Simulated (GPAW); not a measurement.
The system is CsLiCr2Te2S3.

```
Cs Li Cr Te S
1.0
     3.60358    0.00000    0.00000
    -1.80179    3.12079    0.00000
     0.00000    0.00000   19.06651
Cs Li Cr Te S
1 1 2 2 3
Direct
  0.00000 0.00000 0.37399
  0.66667 0.33333 0.01607
  0.00000 0.00000 0.86637
  0.33333 0.66667 0.16833
  0.33333 0.66667 0.53891
  0.66667 0.33333 0.77276
  0.00000 0.00000 0.10030
  0.33333 0.66667 0.92920
  0.66667 0.33333 0.23408
```

The cell was built by a generator and needn't be a form met in nature.

Base run:

```yaml
Program: GPAW 26.7.0
Functional: RPBE
Potentials_or_basis: the program's PAW data sets (release 1.2.1) made for this functional
Cutoff: 800 eV
Basis: pw
k_mesh: 6 × 6 × 1
Occupations: fermi-dirac, width 0.05 eV
Spin: collinear spin, ferromagnetic start
Starting_moments: "[0.0, 0.0, 3.0, 3.0, 0.0, 0.0, 0.0, 0.0, 0.0] μB"
```

Its results: pressure 2.3 GPa; net moment 5.73 μB per cell; site moments Cs -0.00; Li -0.00; Cr +2.73, +2.83; Te -0.01, -0.14; S -0.06, -0.07 μB; largest force 0.238 eV/Å.

Q: The run is repeated on the same cell with these changes: functional from RPBE to LDA. What comes out?

A: Pressure -5.0 GPa; net moment 5.58 μB per cell; site moments Cs -0.00; Li -0.00; Cr +2.58, +2.77; Te -0.01, -0.14; S -0.05, -0.06 μB; largest force 0.692 eV/Å.

LDA binds more tightly than RPBE, so the same cell stands under less pressure.

Caveats: only a ferromagnetic start was run, and an antiferromagnetic order may lie lower in energy.

Not every run made on this cell is shown here.
